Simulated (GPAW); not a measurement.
Write an ASE script for GPAW 26.7.0 that does the following.

- Task: Fermi surface
- Functional: PBE
- Potentials or basis: GPAW PAW data sets (gpaw-data 1.2.1)
- Cutoff: 510 eV
- Basis: pw
- k mesh: 8 × 8 × 8
- Occupations: fermi-dirac, width 0.05 eV
- Spin: no spin polarisation
- Maxiter: 150
- Fermi k mesh: 12 × 12 × 12

The structure of WAu lies in POSCAR:

```
WAu
1.0
    0.0000000000      2.7013943408      2.7013943408
    2.7013943408      0.0000000000      2.7013943408
    2.7013943408      2.7013943408      0.0000000000
W Au
1 1
Direct
    0.0000000000      0.0000000000      0.0000000000
    0.7500000000      0.7500000000      0.7500000000
```

The cell was built by a generator and needn't be a form met in nature.

One way to write it, as run:

run.py

```python
import json
import numpy as np
from ase.dft.bandgap import bandgap
from ase.io import read, write
from ase.units import GPa
from gpaw import GPAW, PW

atoms = read('POSCAR')

calc = GPAW(mode=PW(510),
            xc='PBE',
            kpts={'size': (8, 8, 8), 'gamma': True},
            occupations={'name': 'fermi-dirac', 'width': 0.05},
            nbands=25,
            convergence={'density': 1e-05, 'energy': 1e-05},
            maxiter=150,
            txt='gpaw.txt')
atoms.calc = calc
energy = atoms.get_potential_energy()
forces = atoms.get_forces()
stress = atoms.get_stress()
calc.write('gs.gpw')
write('result.traj', atoms)
print(f'Energy: {energy:.6f} eV')
print('Forces (eV/A):')
print(forces.round(4))
print('Stress (GPa):', (stress / GPa).round(3))
print('Fermi level:', round(calc.get_fermi_level(), 4), 'eV')
print(f'Gap: {bandgap(calc)[0]:.4f} eV, direct: {bandgap(calc, direct=True)[0]:.4f} eV')

size = (12, 12, 12)
dense = calc.fixed_density(kpts={'size': size, 'gamma': True}, update_fermi_level=True,
                           convergence={'bands': 'CBM+2.0', 'eigenstates': 1e-7}, txt='dense.txt')
ef = dense.get_fermi_level()
index = np.round(dense.get_bz_k_points() * size).astype(int) % size
recip = 2 * np.pi * atoms.cell.reciprocal()
sheets = []
for s, e_kn in enumerate(dense.eigenvalues()):
    for n in range(e_kn.shape[1] - 2):
        if e_kn[:, n].min() < ef < e_kn[:, n].max():
            e = np.empty(size)
            e[tuple(index.T)] = e_kn[dense.get_bz_to_ibz_map(), n] - ef
            de = np.array([(np.roll(e, -1, c) - np.roll(e, 1, c)) * size[c] / 2 for c in range(3)])
            v = np.linalg.norm(np.einsum('vc,cxyz->vxyz', np.linalg.inv(recip), de), axis=0)
            w = np.exp(-(e / 0.1)**2) / (0.1 * np.pi**0.5)
            sheets.append({'spin': s, 'band': n, 'filled': (e < 0).mean(), 'dos': w.mean(), 'bottom': e.min(), 'top': e.max(),
                           'velocity': (w * v).sum() / w.sum() * 1.519267e5, 'slice': e[:, :, 0].round(3).tolist()})
            print(f'spin {s} band {n}: filled share {sheets[-1]["filled"]:.3f}, from {e.min():.3f} to {e.max():.3f} eV,',
                  f'{w.mean():.3f} states/eV, mean velocity {sheets[-1]["velocity"]:.3e} m/s')
print('Fermi level on the dense mesh:', round(ef, 4), 'eV,', len(sheets), 'sheets')
json.dump({'ef': ef, 'sheets': sheets}, open('fermi.json', 'w'))
```

Potentials or basis: GPAW PAW data sets (gpaw-data 1.2.1), pw.

The run is started by

```console
$ OMP_NUM_THREADS=1 python run.py
```

Results of the run:

```
Pressure               : 50.0 GPa
Band gap on the k mesh : none (metal or under the smearing width)
```

Caveat: with this Au data set, volumes or pressures lay over 1.5 % or 2 GPa off other programs in two to four cells of ten; the cutoff is short for stress and forces, so pressures can be off by a GPa or more.

It took 25 s on 1 thread of Arm Neoverse V2, on a shared host, peak memory 0.22 GiB.
